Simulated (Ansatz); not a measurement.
# ClF3H2NTa: the cost of one run

Program: Ansatz 0.2.0. Level of theory: RKS PBE/def2-SVP. These are calculated values, not measurements.

### 1 The starting structure

Bond lengths: Ta1–N2 2.160 Å, N2–H3 1.060 Å, N2–H4 1.060 Å, Ta1–F5 1.930 Å, Ta1–F6 1.930 Å, Ta1–F7 1.930 Å, Ta1–Cl8 2.470 Å. Angles: Ta1–N2–H3 120.0°, Ta1–N2–H4 120.0°, H3–N2–H4 120.0°, N2–Ta1–F5 90.0°, N2–Ta1–F6 90.0°, N2–Ta1–F7 120.0°, N2–Ta1–Cl8 120.0°, F5–Ta1–F6 180.0°, F5–Ta1–F7 90.0°, F5–Ta1–Cl8 90.0°, F6–Ta1–F7 90.0°, F6–Ta1–Cl8 90.0°, F7–Ta1–Cl8 120.0°.

Coordinates:

```xyz
8

Ta    0.0000    0.0000    0.0000
N     2.1600    0.0000    0.0000
H     2.6900   -0.5118    0.7620
H     2.6900    0.5118   -0.7620
F     0.0000    0.0000    1.9300
F     0.0000    0.0000   -1.9300
F    -0.9650    1.6714    0.0000
Cl   -1.2350   -2.1390    0.0000
```

### 2 Relaxing the start

input.yaml

```yaml
crystal:
  periodic: [false, false, false]
  atoms:
    - { symbol: Ta, position_ang: [0.0, 0.0, 0.0] }
    - { symbol: "N", position_ang: [2.16, 0.0, 0.0] }
    - { symbol: H, position_ang: [2.69, -0.5118, 0.762] }
    - { symbol: H, position_ang: [2.69, 0.5118, -0.762] }
    - { symbol: F, position_ang: [0.0, 0.0, 1.93] }
    - { symbol: F, position_ang: [0.0, 0.0, -1.93] }
    - { symbol: F, position_ang: [-0.965, 1.6714, 0.0] }
    - { symbol: Cl, position_ang: [-1.235, -2.139, 0.0] }
basis:
  gaussian: { orbitals: def2-SVP }
hamiltonian:
  xc: pbe
relax:
  f_tol: 0.02
  max_steps: 40
output:
  orbitals: {}
```

Started as:

```bash
$ ansatz run input.yaml --threads 4 --pin off --max-ram 5120MiB --backend cpu --events-out ev --progress --plain --runs-dir out
```

What time and memory should one allow on 4 threads of Arm Neoverse V2, shared host?

About 13 s, with a peak of 0.18 GiB.
